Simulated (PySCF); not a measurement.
# [La(NH3)4]3+: how settings move a single point

Which settings matter for [La(NH3)4]3+? Each run alters one on purpose. It is a constructed species; whether it can be made isn't addressed.

Program: PySCF 2.14.0. Level of theory: PBE, La lcecp-1-SVP with ECP46, N def2-SVP, H def2-SVP; scalar-relativistic core potentials, no spin–orbit coupling. These are calculated values, not measurements.

4 further runs of the same task are left out: 2 for a known fault of the program, 2 that didn't finish.

### 1 The starting structure

17 atoms, charge 3, spin multiplicity 1.

Bond lengths: La1–N2 2.597 Å, La1–N6 2.597 Å, La1–N10 2.599 Å, La1–N14 2.599 Å, N2–H3 1.042 Å, N2–H4 1.042 Å, N2–H5 1.042 Å, N6–H7 1.042 Å, N6–H8 1.042 Å, N6–H9 1.042 Å, N10–H11 1.042 Å, N10–H12 1.042 Å, N10–H13 1.042 Å, N14–H15 1.042 Å, N14–H16 1.042 Å, N14–H17 1.042 Å. Angles: N2–La1–N6 109.6°, N2–La1–N10 109.5°, N2–La1–N14 109.5°, N6–La1–N10 109.5°, N6–La1–N14 109.5°, N10–La1–N14 109.4°, La1–N2–H3 115.7°, La1–N2–H4 115.6°, La1–N2–H5 115.6°, H3–N2–H4 102.7°, H3–N2–H5 102.7°, H4–N2–H5 102.7°, La1–N6–H7 115.7°, La1–N6–H8 115.6°, La1–N6–H9 115.6°, H7–N6–H8 102.7°, H7–N6–H9 102.7°, H8–N6–H9 102.7° and more.

As a file:

```xyz
17

La    0.0000    0.0000    0.0029
N     1.5008    1.5008    1.4999
H     1.3787    1.3787    2.5277
H     2.5281    1.3767    1.3747
H     1.3767    2.5281    1.3747
N    -1.5008   -1.5008    1.4999
H    -1.3787   -1.3787    2.5277
H    -2.5281   -1.3767    1.3747
H    -1.3767   -2.5281    1.3747
N     1.5001   -1.5001   -1.4994
H     2.1440   -2.1440   -0.9925
H     0.9917   -2.1429   -2.1433
H     2.1429   -0.9917   -2.1433
N    -1.5001    1.5001   -1.4994
H    -2.1440    2.1440   -0.9925
H    -0.9917    2.1429   -2.1433
H    -2.1429    0.9917   -2.1433
```

Formal oxidation states: La +3. The 4f shell is empty and lies in the core potential. An earlier session relaxed this geometry at PBE, La lcecp-1-SVP with ECP46, N def2-SVP, H def2-SVP (singlet, point group D2d). Its vibrations showed it to be a saddle point, relaxed within its symmetry.

The sound run used a (50, 194) grid (finer on f atoms), a threshold of 1e-8 and at most 55 cycles, and ended at -256.491294 Eh.

### 2 Try 1

File run.py (the lines that set the calculation):

```python
mol = gto.M(atom='''
La     0.00000     0.00000     0.00289
N      1.50080     1.50080     1.49986
H      1.37875     1.37875     2.52770
H      2.52808     1.37672     1.37474
H      1.37672     2.52808     1.37474
N     -1.50080    -1.50080     1.49986
H     -1.37875    -1.37875     2.52770
H     -2.52808    -1.37672     1.37474
H     -1.37672    -2.52808     1.37474
N      1.50005    -1.50005    -1.49941
H      2.14402    -2.14402    -0.99254
H      0.99169    -2.14289    -2.14326
H      2.14289    -0.99169    -2.14326
N     -1.50005     1.50005    -1.49941
H     -2.14402     2.14402    -0.99254
H     -0.99169     2.14289    -2.14326
H     -2.14289     0.99169    -2.14326''',
    basis={'La': 'lcecp-1-SVP', 'N': 'def2-SVP', 'H': 'def2-SVP'},
    ecp={'La': 'lcecp-1-SVP'},
    charge=3, spin=0)
mf = dft.RKS(mol, xc='PBE')
mf.grids.atom_grid = (50, 194)  # f atoms: unpruned, at least (60, 302)
mf = mf.density_fit()  # fitting sets: La AutoAux, N def2-universal-JKFIT, H def2-universal-JKFIT
mf.conv_tol = 1e-08; mf.max_cycle = 55
mf.kernel(dm0)  # dm0: smeared density
```

On the command line:

```
OMP_NUM_THREADS=4 python run.py
```

Log:

```text
init E= -256.451886673986
  HOMO = -0.781101396444463  LUMO = -0.558806481585343  gap/eV = 6.04895
cycle= 1 E= -256.490601405077  delta_E= -0.0387  |g|= 0.0451  |ddm|=  0.1
  HOMO = -0.777518513394985  LUMO = -0.570161102416279  gap/eV = 5.64248
cycle= 2 E= -256.489240382473  delta_E= 0.00136  |g|= 0.0883  |ddm|= 0.17
  HOMO = -0.781080527315816  LUMO = -0.565905138197191  gap/eV = 5.85522
cycle= 3 E= -256.491275832644  delta_E= -0.00204  |g|= 0.00665  |ddm|= 0.089
  HOMO = -0.780259169992815  LUMO = -0.56411433945523  gap/eV = 5.88160
cycle= 4 E= -256.491293987755  delta_E= -1.82e-05  |g|= 0.000703  |ddm|= 0.0138
  HOMO = -0.780330863949356  LUMO = -0.56415784034899  gap/eV = 5.88237
cycle= 5 E= -256.49129409216  delta_E= -1.04e-07  |g|= 7.98e-05  |ddm|= 0.000594
  HOMO = -0.780333107513839  LUMO = -0.564162205198538  gap/eV = 5.88231
cycle= 6 E= -256.491294093393  delta_E= -1.23e-09  |g|= 2.75e-05  |ddm|= 8.08e-05
  HOMO = -0.780338538336891  LUMO = -0.564162089628616  gap/eV = 5.88246
Extra cycle  E= -256.491294092908  delta_E= 4.85e-10  |g|= 5.41e-05  |ddm|= 6.34e-05
converged SCF energy = -256.491294092908
```

It took 5.1 s on 4 threads of Arm Neoverse V2, shared host.

Changed: the starting guess (smeared density). It converges in 6 cycles, at the sound run's energy within 0.001 eV, with a largest force component of 0.01 eV/Å. The result survives the change.

### 3 Try 2

Edit run.py (the lines that set the calculation) of step 2 so:

```diff
@@ -14,3 +14,3 @@
 H      2.14289    -0.99169    -2.14326
-N     -1.50005     1.50005    -1.49941
+N     -0.63477     0.63477    -0.63283
 H     -2.14402     2.14402    -0.99254
@@ -24,3 +24,3 @@
 mf = mf.density_fit()  # fitting sets: La AutoAux, N def2-universal-JKFIT, H def2-universal-JKFIT
-mf.conv_tol = 1e-08; mf.max_cycle = 55
-mf.kernel(dm0)  # dm0: smeared density
+mf.conv_tol = 1e-08; mf.max_cycle = 98
+mf.kernel(dm0)  # dm0: free metal ions and neutral atoms
```

On the command line:

```
OMP_NUM_THREADS=4 python run.py
```

Log:

```text
init E= -248.412321493025
  HOMO = -0.929289781149603  LUMO = -0.803464982464327  gap/eV = 3.42387
cycle= 1 E= -250.800353704739  delta_E= -2.39  |g|= 3.22  |ddm|= 5.37
  HOMO = -0.356495397040329  LUMO = -0.286113635427674  gap/eV = 1.91519
cycle= 2 E= -233.082250901503  delta_E= 17.7  |g|= 6.78  |ddm|= 13.3
  HOMO = -0.695690832074529  LUMO = -0.660491606508291  gap/eV = 0.95782
cycle= 3 E= -253.786608984583  delta_E= -20.7  |g|= 1.06  |ddm|= 12.6
  HOMO = -0.668907430904412  LUMO = -0.650552041118679  gap/eV = 0.49948
cycle= 4 E= -250.123579083551  delta_E= 3.66  |g|= 2.43  |ddm|= 4.21
  HOMO = -0.733976603689358  LUMO = -0.606133440609761  gap/eV = 3.47879
cycle= 5 E= -254.186787571924  delta_E= -4.06  |g|= 0.39  |ddm|= 3.53
  HOMO = -0.734109209683368  LUMO = -0.655356580899189  gap/eV = 2.14297
cycle= 6 E= -254.214948689876  delta_E= -0.0282  |g|= 0.278  |ddm|= 1.12
  HOMO = -0.730200318342819  LUMO = -0.683168640530133  gap/eV = 1.27980
cycle= 7 E= -254.233605631924  delta_E= -0.0187  |g|= 0.066  |ddm|= 0.532
  HOMO = -0.734278770286048  LUMO = -0.669246021436155  gap/eV = 1.76963
cycle= 8 E= -254.236168812013  delta_E= -0.00256  |g|= 0.0126  |ddm|= 0.183
  HOMO = -0.735194279367814  LUMO = -0.668359666722239  gap/eV = 1.81866
cycle= 9 E= -254.236206109767  delta_E= -3.73e-05  |g|= 0.0109  |ddm|= 0.032
  HOMO = -0.735530371433084  LUMO = -0.668077825618093  gap/eV = 1.83548
cycle= 10 E= -254.236235298001  delta_E= -2.92e-05  |g|= 0.00202  |ddm|= 0.0122
  HOMO = -0.735659216772891  LUMO = -0.66781373812927  gap/eV = 1.84617
cycle= 11 E= -254.236236750731  delta_E= -1.45e-06  |g|= 0.000543  |ddm|= 0.00309
  HOMO = -0.735725189101901  LUMO = -0.667714611754441  gap/eV = 1.85066
cycle= 12 E= -254.23623690392  delta_E= -1.53e-07  |g|= 0.000134  |ddm|= 0.00128
  HOMO = -0.735737425252738  LUMO = -0.667675404948366  gap/eV = 1.85206
cycle= 13 E= -254.236236915165  delta_E= -1.12e-08  |g|= 4.01e-05  |ddm|= 0.00036
  HOMO = -0.73574274031683  LUMO = -0.667664299133024  gap/eV = 1.85251
cycle= 14 E= -254.236236915853  delta_E= -6.88e-10  |g|= 1.12e-05  |ddm|= 0.000117
  HOMO = -0.73574294857793  LUMO = -0.667666443804333  gap/eV = 1.85246
Extra cycle  E= -254.236236915695  delta_E= 1.57e-10  |g|= 1.97e-05  |ddm|= 5.49e-05
converged SCF energy = -254.236236915695
```

It took 7.6 s on 4 threads of Arm Neoverse V2, shared host.

Changed: one atom's place (atom 14 put 1.1 Å from the metal); the cycle limit is 98. It converges in 14 cycles, +61.363 eV from the sound run, with a largest force component of 134.75 eV/Å. The setting is unsound, so these numbers aren't the compound's.

### 4 Try 3

Edit run.py (the lines that set the calculation) of step 3 so:

```diff
@@ -14,3 +14,3 @@
 H      2.14289    -0.99169    -2.14326
-N     -0.63477     0.63477    -0.63283
+N     -1.50005     1.50005    -1.49941
 H     -2.14402     2.14402    -0.99254
@@ -22,5 +22,5 @@
 mf = dft.RKS(mol, xc='PBE')
-mf.grids.atom_grid = (50, 194)  # f atoms: unpruned, at least (60, 302)
+mf.grids.atom_grid = (40, 110)  # f atoms: unpruned
 mf = mf.density_fit()  # fitting sets: La AutoAux, N def2-universal-JKFIT, H def2-universal-JKFIT
-mf.conv_tol = 1e-08; mf.max_cycle = 98
+mf.conv_tol = 1e-08; mf.max_cycle = 55
 mf.kernel(dm0)  # dm0: free metal ions and neutral atoms
```

On the command line:

```
OMP_NUM_THREADS=4 python run.py
```

Log:

```text
init E= -249.492245276172
  HOMO = -1.05451991127554  LUMO = -0.673549665379681  gap/eV = 10.36673
cycle= 1 E= -254.99014699485  delta_E= -5.5  |g|= 2.67  |ddm|= 3.62
  HOMO = -0.557094197701652  LUMO = -0.534419154550215  gap/eV = 0.61702
cycle= 2 E= -250.065141440752  delta_E= 4.93  |g|= 4.47  |ddm|= 6.47
  HOMO = -0.78205942678536  LUMO = -0.464377777086716  gap/eV = 8.64456
cycle= 3 E= -256.378674669065  delta_E= -6.31  |g|= 0.543  |ddm|= 5.85
  HOMO = -0.801820334313411  LUMO = -0.60140991759718  gap/eV = 5.45345
cycle= 4 E= -256.481420527422  delta_E= -0.103  |g|= 0.165  |ddm|= 1.28
  HOMO = -0.778535951154654  LUMO = -0.561185175789056  gap/eV = 5.91442
cycle= 5 E= -256.490593473734  delta_E= -0.00917  |g|= 0.0156  |ddm|= 0.28
  HOMO = -0.780230194416452  LUMO = -0.563713290767684  gap/eV = 5.89173
cycle= 6 E= -256.490661590146  delta_E= -6.81e-05  |g|= 0.00319  |ddm|= 0.0169
  HOMO = -0.780497616581611  LUMO = -0.564201412311968  gap/eV = 5.88572
cycle= 7 E= -256.490663163467  delta_E= -1.57e-06  |g|= 0.00245  |ddm|= 0.00595
  HOMO = -0.780552550343643  LUMO = -0.564216018329551  gap/eV = 5.88682
cycle= 8 E= -256.490664500018  delta_E= -1.34e-06  |g|= 0.000172  |ddm|= 0.00201
  HOMO = -0.780541928316675  LUMO = -0.564175333391583  gap/eV = 5.88763
cycle= 9 E= -256.490664509833  delta_E= -9.82e-09  |g|= 1.92e-05  |ddm|= 0.000269
  HOMO = -0.780539856992249  LUMO = -0.56417780709945  gap/eV = 5.88751
Extra cycle  E= -256.490664509635  delta_E= 1.98e-10  |g|= 3.51e-05  |ddm|= 5.58e-05
converged SCF energy = -256.490664509635
```

Wall time 4.5 s (4 threads of Arm Neoverse V2, shared host).

Changed: the integration grid, to (40, 110). It converges in 9 cycles, +0.017 eV from the sound run, with a largest force component of 0.01 eV/Å. The setting is unsound, so these numbers aren't the compound's.

### 5 Try 4

File run.py (the lines that set the calculation):

```python
mol = gto.M(atom='''
La     0.00000     0.00000     0.00303
N      1.57584     1.57584     1.57485
H      1.44769     1.44769     2.65409
H      2.65448     1.44555     1.44348
H      1.44555     2.65448     1.44348
N     -1.57584    -1.57584     1.57485
H     -1.44769    -1.44769     2.65409
H     -2.65448    -1.44555     1.44348
H     -1.44555    -2.65448     1.44348
N      1.57506    -1.57506    -1.57439
H      2.25122    -2.25122    -1.04217
H      1.04127    -2.25004    -2.25043
H      2.25004    -1.04127    -2.25043
N     -1.57506     1.57506    -1.57439
H     -2.25122     2.25122    -1.04217
H     -1.04127     2.25004    -2.25043
H     -2.25004     1.04127    -2.25043''',
    basis={'La': 'lcecp-1-SVP', 'N': 'def2-SVP', 'H': 'def2-SVP'},
    ecp={'La': 'lcecp-1-SVP'},
    charge=3, spin=0)
mf = dft.RKS(mol, xc='PBE')
mf.grids.atom_grid = (50, 194)  # f atoms: unpruned, at least (60, 302)
mf = mf.density_fit()  # fitting sets: La AutoAux, N def2-universal-JKFIT, H def2-universal-JKFIT
mf.conv_tol = 1e-08; mf.max_cycle = 55
mf.kernel(dm0)  # dm0: free metal ions and neutral atoms
```

On the command line:

```
OMP_NUM_THREADS=4 python run.py
```

Log:

```text
init E= -249.244711199345
  HOMO = -1.01605649484858  LUMO = -0.655442847681041  gap/eV = 9.81280
cycle= 1 E= -254.895813467463  delta_E= -5.65  |g|= 2.69  |ddm|= 3.47
cycle= 2 E= -247.282517182892  delta_E= 7.61  |g|= 4.73  |ddm|= 5.78
  HOMO = -0.754485251724174  LUMO = -0.450249231088652  gap/eV = 8.27868
cycle= 3 E= -256.253341151665  delta_E= -8.97  |g|= 0.727  |ddm|= 5.26
  HOMO = -0.782625864283821  LUMO = -0.60394089716915  gap/eV = 4.86227
cycle= 4 E= -256.450718342701  delta_E= -0.197  |g|= 0.209  |ddm|= 1.72
  HOMO = -0.75607534857557  LUMO = -0.560706057376482  gap/eV = 5.31627
cycle= 5 E= -256.463127010515  delta_E= -0.0124  |g|= 0.0321  |ddm|= 0.301
  HOMO = -0.758567566910002  LUMO = -0.565973096858932  gap/eV = 5.24076
cycle= 6 E= -256.463474027458  delta_E= -0.000347  |g|= 0.00603  |ddm|= 0.0413
  HOMO = -0.758901042848703  LUMO = -0.566635885831028  gap/eV = 5.23180
cycle= 7 E= -256.463476020458  delta_E= -1.99e-06  |g|= 0.00592  |ddm|= 0.0111
  HOMO = -0.759051222112599  LUMO = -0.566679243458387  gap/eV = 5.23471
cycle= 8 E= -256.463483998847  delta_E= -7.98e-06  |g|= 0.000488  |ddm|= 0.00486
  HOMO = -0.759025905643517  LUMO = -0.566581988154885  gap/eV = 5.23667
cycle= 9 E= -256.46348406863  delta_E= -6.98e-08  |g|= 0.000116  |ddm|= 0.000743
  HOMO = -0.75902310739317  LUMO = -0.566586061605904  gap/eV = 5.23648
cycle= 10 E= -256.463484072255  delta_E= -3.62e-09  |g|= 2.76e-05  |ddm|= 0.000115
  HOMO = -0.7590199689105  LUMO = -0.566592188820148  gap/eV = 5.23623
Extra cycle  E= -256.463484071752  delta_E= 5.03e-10  |g|= 5.28e-05  |ddm|= 9.69e-05
converged SCF energy = -256.463484071752
```

Wall time 6 s (4 threads of Arm Neoverse V2, shared host).

Changed: the scale of all coordinates (1.05). It converges in 10 cycles, +0.757 eV from the sound run, with a largest force component of 1.72 eV/Å. The setting is unsound, so these numbers aren't the compound's.

### 6 Side by side

| run | changed | ending | energy change (eV) | cycles | time | usable |
| --- | --- | --- | --- | --- | --- | --- |
| 1 | the starting guess | converged | 0.000 | 6 | 5.1 s | yes |
| 2 | one atom's place | converged | +61.363 | 14 | 7.6 s | no |
| 3 | the integration grid | converged | +0.017 | 9 | 4.5 s | no |
| 4 | the scale of all coordinates | converged | +0.757 | 10 | 6 s | no |

1 of 4 altered runs gives a usable result. 3 ended normally with numbers unfit to quote.
